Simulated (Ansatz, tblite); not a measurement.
# The cluster Al3Ru2−: rung by rung

One table from this session's results is given with a row withheld; the runs are named, their logs left out.

Computed with Ansatz 0.2.0, Gaussian basis. Level: as each input shows.

Levels to be run: GFN1-xTB, GFN2-xTB, PBE-D4/def2-TZVPD, r2SCAN-D4/def2-TZVPD, LC-ωPBE/def2-TZVPD, HSE06-D4/def2-TZVPD, PBE-D4/def2-SVPD, PBE0-D4/def2-SVPD, CCSD(T)/def2-TZVPD, RPA/def2-TZVPD.

2 further runs of the same task are left out: 2 set aside as unsound or not needed.

## The structure

The singlet was relaxed beforehand with PBE-D4/def2-SVPD. At that level it is the lowest of the isomers that a small search found.

5 atoms, charge -1, spin multiplicity 1.

Bond lengths: Ru1–Ru2 2.894 Å, Ru1–Al3 2.359 Å, Ru1–Al4 2.359 Å, Ru1–Al5 2.359 Å, Ru2–Al3 2.359 Å, Ru2–Al4 2.359 Å, Ru2–Al5 2.359 Å. Angles: Ru2–Ru1–Al3 52.2°, Ru2–Ru1–Al4 52.2°, Ru2–Ru1–Al5 52.2°, Al3–Ru1–Al4 86.3°, Al3–Ru1–Al5 86.3°, Al4–Ru1–Al5 86.3°, Ru1–Ru2–Al3 52.2°, Ru1–Ru2–Al4 52.2°, Ru1–Ru2–Al5 52.2°, Al3–Ru2–Al4 86.3°, Al3–Ru2–Al5 86.3°, Al4–Ru2–Al5 86.3°, Ru1–Al3–Ru2 75.7°, Ru1–Al4–Ru2 75.7°, Ru1–Al5–Ru2 75.7°.

Ru takes a core potential in the def2 sets. No spin-orbit coupling is included. The ion is computed in the gas phase, without counter-ions or solvent.

PBE0-D4/def2-TZVPD was run before; its log isn't repeated, and its numbers join the tables.

The first run:

Tight binding, by tblite at 300 K electronic temperature and without a spin-polarisation term:

```python
tblite.interface.Calculator('GFN1-xTB', numbers, positions, charge=-1, uhf=0).singlepoint()
```

Tight binding, by tblite at 300 K electronic temperature and without a spin-polarisation term:

```python
tblite.interface.Calculator('GFN2-xTB', numbers, positions, charge=-1, uhf=0).singlepoint()
```

start.molden holds the orbitals of an earlier run on this state, given as this run's starting guess.

in.yaml reads:

```yaml
crystal:
  periodic: [false, false, false]
  atoms:
    - {symbol: Ru, position_ang: [0.017375, 1.097983, -0.941973]}
    - {symbol: Ru, position_ang: [-0.017349, -1.097970, 0.941987]}
    - {symbol: Al, position_ang: [0.887871, 1.058337, 1.249888]}
    - {symbol: Al, position_ang: [0.974242, -1.042848, -1.197515]}
    - {symbol: Al, position_ang: [-1.862141, -0.015501, -0.052388]}
basis:
  gaussian: {orbitals: def2-TZVPD, initial_orbitals: start.molden}
total_charge: -1
hamiltonian: {xc: pbe, dispersion: d4}
scf: {omitted_lower_state_checks: [starts]}
output: {orbitals: {seedname: orbitals}}
```

On the command line:

```sh
$ ansatz run in.yaml --threads 4 --pin off --events-out ev --progress --plain --max-ram 4787MiB
```

Among the steps run: PBE-D4/def2-TZVPD; r2SCAN-D4/def2-TZVPD; LC-ωPBE/def2-TZVPD; HSE06-D4/def2-TZVPD; PBE-D4/def2-SVPD; PBE0-D4/def2-SVPD; CCSD(T)/def2-TZVPD; RPA/def2-TZVPD.

One table of the session follows, with a row left open; its other results are not shown here.

| level | HOMO (eV) | LUMO (eV) | gap (eV) |
| --- | --- | --- | --- |
| PBE-D4/def2-SVPD | 0.21 | 0.85 | 0.64 |
| PBE-D4/def2-TZVPD | 0.20 | 0.84 | 0.63 |
| r2SCAN-D4/def2-TZVPD | 0.07 | 1.02 | 0.94 |
| PBE0-D4/def2-SVPD | -0.80 | 1.63 | 2.43 |
| PBE0-D4/def2-TZVPD | -0.78 | 1.63 | 2.41 |
| HSE06-D4/def2-TZVPD | ? | ? | ? |
| LC-ωPBE/def2-TZVPD | -3.04 | 3.23 | 6.26 |

Q: Estimate the row for HSE06-D4/def2-TZVPD from the others.

As computed: HOMO (eV): -0.40; LUMO (eV): 1.28; gap (eV): 1.68. In the column «HOMO (eV)» it lies between PBE0-D4/def2-TZVPD (-0.78) and r2SCAN-D4/def2-TZVPD (0.07).
